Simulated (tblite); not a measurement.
# C6H14O3Si: the cost of one run

Computed with tblite 0.8.0 and PySCF 2.14.0, with density-fitted response routines of our own, on a single molecule in the gas phase. Atoms are numbered from 0 throughout.

### 1 The starting structure

24 atoms, charge 0, multiplicity 1; geometry from: force field or distance geometry start.

Bonds of the start (Å): C0–C1 1.53, C1–C2 1.53, C2–C3 1.53, C3–Si4 1.84, C2–O5 1.39, O5–C6 1.41, C6–O7 1.27, C6–O8 1.38, O8–C9 1.39, C0–H10 1.11, C0–H11 1.09, C0–H12 1.11, C1–H13 1.09, C1–H14 1.09, C2–H15 1.11, C3–H16 1.12, C3–H17 1.12, Si4–H18 1.46, Si4–H19 1.47, Si4–H20 1.48, C9–H21 1.13, C9–H22 1.11, C9–H23 1.11.

### 2 Geometry optimisation with GFN2-xTB

The job: settings as JSON, then the geometry in Å.

```
{"job": {"kind": "relax", "xc": "GFN2-xTB", "basis": "xTB"}, "charge": 0, "multiplicity": 1}
C     -0.071000    -2.770800     0.240900
C     -1.225400    -1.847300    -0.156600
C     -0.893600    -0.399200     0.211400
C     -2.110100     0.418100    -0.234900
Si    -1.958900     2.218900     0.111100
O      0.165100    -0.012800    -0.608000
C      1.342700     0.448400     0.019400
O      1.438500     0.516000     1.288800
O      2.386700     0.812800    -0.802800
C      3.608200     1.290400    -0.328800
H      0.483300    -2.297300     1.082500
H      0.616000    -2.892100    -0.600300
H     -0.522500    -3.720500     0.608000
H     -2.131000    -2.194400     0.341800
H     -1.312300    -1.870400    -1.243200
H     -0.720900    -0.297400     1.305300
H     -3.031400    -0.024200     0.224100
H     -2.168600     0.264000    -1.344900
H     -0.587300     2.706200     0.082500
H     -2.538900     2.507300     1.431200
H     -2.737100     2.959100    -0.907800
H      4.427200     0.882800    -0.989800
H      3.672800     2.391300    -0.409300
H      3.856900     0.931000     0.686900
```

Run with:

```console
$ OMP_NUM_THREADS=1 python probes_run.py task.json out
```

The driver reads the jobs from task.json and runs them one after another.

Q: Estimate the wall time and peak memory of this first job on 1 thread of Intel Xeon Platinum 8488C, shared host.

About 2.3 s, with a peak of 0.18 GiB.
